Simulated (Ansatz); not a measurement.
# Bi2Te3: the cost of one run

Program: Ansatz 0.2.0. Level of theory: DFT PBE, scalar-relativistic, plane waves, PAW. These are calculated values, not measurements.

2 further runs of the same task are left out: 1 that didn't finish, 1 set aside as unsound or not needed.

## (1) The system as given

The structure is trigonal, space group R-3m (No. 166). The conventional cell has a = 4.447 Å, b = 4.447 Å, c = 32.169 Å, α = 90.00°, β = 90.00°, γ = 120.00°. Bi (site symmetry 3m) is surrounded by 6 Te at 3.09 to 3.29 Å. Around Te (site symmetry -3m) lie 6 Bi at 3.29 Å. Around Te (site symmetry 3m) lie 3 Bi at 3.09 Å.

Coordinates:

```cif
data_structure
_symmetry_space_group_name_H-M 'P 1'
_symmetry_Int_Tables_number 1
_cell_length_a 11.0259
_cell_length_b 11.0259
_cell_length_c 11.0259
_cell_angle_alpha 23.266
_cell_angle_beta 23.266
_cell_angle_gamma 23.266
_cell_volume 183.61
loop_
_atom_site_label
_atom_site_type_symbol
_atom_site_fract_x
_atom_site_fract_y
_atom_site_fract_z
_atom_site_occupancy
Bi1 Bi 0.39721 0.39721 0.39721 1
Bi2 Bi 0.60279 0.60279 0.60279 1
Te1 Te 0.00000 0.00000 0.00000 1
Te2 Te 0.21603 0.21603 0.21603 1
Te3 Te 0.78397 0.78397 0.78397 1
```

It is the result of an earlier relaxation at this level (volume 36.72 Å³/atom; gap on the mesh: 0.55 eV).

## (2) The cell scaled to 0.97 of its volume

Input file input.yaml:

```yaml
crystal:
  lattice:
    - [2.2008158283, 1.2706416109, 10.6145714042]
    - [-2.2008158283, 1.2706416109, 10.6145714042]
    - [0.0, -2.5412832218, 10.6145714042]
  atoms:
    - { symbol: Bi, position: [0.3972076354, 0.3972076354, 0.3972076354] }
    - { symbol: Bi, position: [0.6027923646, 0.6027923646, 0.6027923646] }
    - { symbol: Te, position: [0.0, 0.0, 0.0] }
    - { symbol: Te, position: [0.2160333175, 0.2160333175, 0.2160333175] }
    - { symbol: Te, position: [0.7839666825, 0.7839666825, 0.7839666825] }
basis:
  ecutwfc: 420
kpoints:
  mp_grid: { grid: [12, 12, 12] }
hamiltonian:
  xc: pbe
scf:
  occupations: { method: gaussian, width: 0.02 }
output:
  forces: true
  stress: true
  eigenvalues: true
relax:
  adjacent_minimum: "off"
  f_tol: 0.01
  max_steps: 30
  cell: { stress_tol: 0.1, fix: [volume] }
```

Command:

```bash
$ ansatz run input.yaml --threads 2 --pin off --max-ram 5120MiB --backend cpu --events-out ev --progress --plain --runs-dir out
```

What time and memory should one allow on 2 threads of AMD EPYC 9R45 (Zen 5), shared host?

About 78 s, with a peak of 1.3 GiB.
